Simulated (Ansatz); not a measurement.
# H6O4Tl2 (Tl2(OH)2(H2O)2): the cost of one run

The runs use Ansatz 0.2.0; DFT PBE, plane waves, PAW, molecule in a box with 9 Å of vacuum.

3 further runs of the same task are left out: 2 for a known fault of the program, 1 that didn't finish. Runs told in other sessions of the task aren't counted.

## (1) The starting structure

12 atoms, charge 0, spin multiplicity 1.

Bond lengths: Tl1–O3 2.322 Å, Tl1–O5 2.322 Å, Tl2–O3 2.322 Å, Tl2–O5 2.322 Å, O3–H4 0.963 Å, O5–H6 0.963 Å, O7–H8 0.964 Å, O7–H9 0.964 Å, O10–H11 0.964 Å, O10–H12 0.964 Å. Angles: O3–Tl1–O5 71.9°, O3–Tl2–O5 71.9°, Tl1–O3–Tl2 108.1°, Tl1–O3–H4 126.0°, Tl2–O3–H4 126.0°, Tl1–O5–Tl2 108.1°, Tl1–O5–H6 126.0°, Tl2–O5–H6 126.0°, H8–O7–H9 103.6°, H11–O10–H12 103.6°.

As a file:

```mol
H6O4Tl2
  3D, bonds by distance, orders not assigned

 12 10  0  0  0  0  0  0  0  0999 V2000
   -0.0000    1.4495    1.1959 Tl  0  0
    0.0000   -1.4495   -1.1959 Tl  0  0
    1.3634    0.0000    0.0000 O   0  0
    2.3262    0.0000    0.0000 H   0  0
   -1.3634   -0.0000    0.0000 O   0  0
   -2.3262   -0.0000    0.0000 H   0  0
    0.0000   -0.3185    3.5646 O   0  0
    0.7578    0.0709    4.0157 H   0  0
   -0.7578    0.0709    4.0157 H   0  0
   -0.0000    0.3185   -3.5646 O   0  0
    0.7578   -0.0709   -4.0157 H   0  0
   -0.7578   -0.0709   -4.0157 H   0  0
  1  3  8  0
  1  5  8  0
  2  3  8  0
  2  5  8  0
  3  4  8  0
  5  6  8  0
  7  8  8  0
  7  9  8  0
 10 11  8  0
 10 12  8  0
M  END
```

Formal oxidation states: Tl +1. An earlier session relaxed this geometry at PBE0, Tl def2-SVP with ECP60, O def2-SVP, H def2-SVP (singlet, point group C2h).

## (2) Scalar-relativistic

input.yaml

```yaml
crystal:
  lattice:
    - [13.65, 0.0, 0.0]
    - [0.0, 11.9, 0.0]
    - [0.0, 0.0, 17.03]
  atoms:
    - { symbol: Tl, position: [0.50008938, 0.62176218, 0.570266] }
    - { symbol: Tl, position: [0.50008938, 0.37815126, 0.42981973] }
    - { symbol: O, position: [0.59996923, 0.4999563, 0.50004287] }
    - { symbol: H, position: [0.67050842, 0.4999563, 0.50004287] }
    - { symbol: O, position: [0.40020952, 0.4999563, 0.50004287] }
    - { symbol: H, position: [0.32967033, 0.4999563, 0.50004287] }
    - { symbol: O, position: [0.50008938, 0.4731916, 0.70935526] }
    - { symbol: H, position: [0.5556044, 0.50591597, 0.73584615] }
    - { symbol: H, position: [0.44457436, 0.50591597, 0.73584615] }
    - { symbol: O, position: [0.50008938, 0.52672185, 0.29073048] }
    - { symbol: H, position: [0.5556044, 0.49399664, 0.26423958] }
    - { symbol: H, position: [0.44457436, 0.49399664, 0.26423958] }
basis:
  ecutwfc: 420
  ecutrho_ratio: 4
kpoints:
  mp_grid: { grid: [1, 1, 1] }
hamiltonian:
  xc: pbe
scf:
  occupations: { method: gaussian, width: 0.01 }
output:
  forces: true
  eigenvalues: true
  populations: true
```

On the command line:

```sh
ansatz run input.yaml --threads 4 --pin off --max-ram 8192MiB --backend cpu --events-out ev --progress --plain --runs-dir out
```

What time and memory should one allow on 4 threads of AMD EPYC 7R43 (Zen 3), shared host?

About 7.8 s, with a peak of 1.4 GiB.
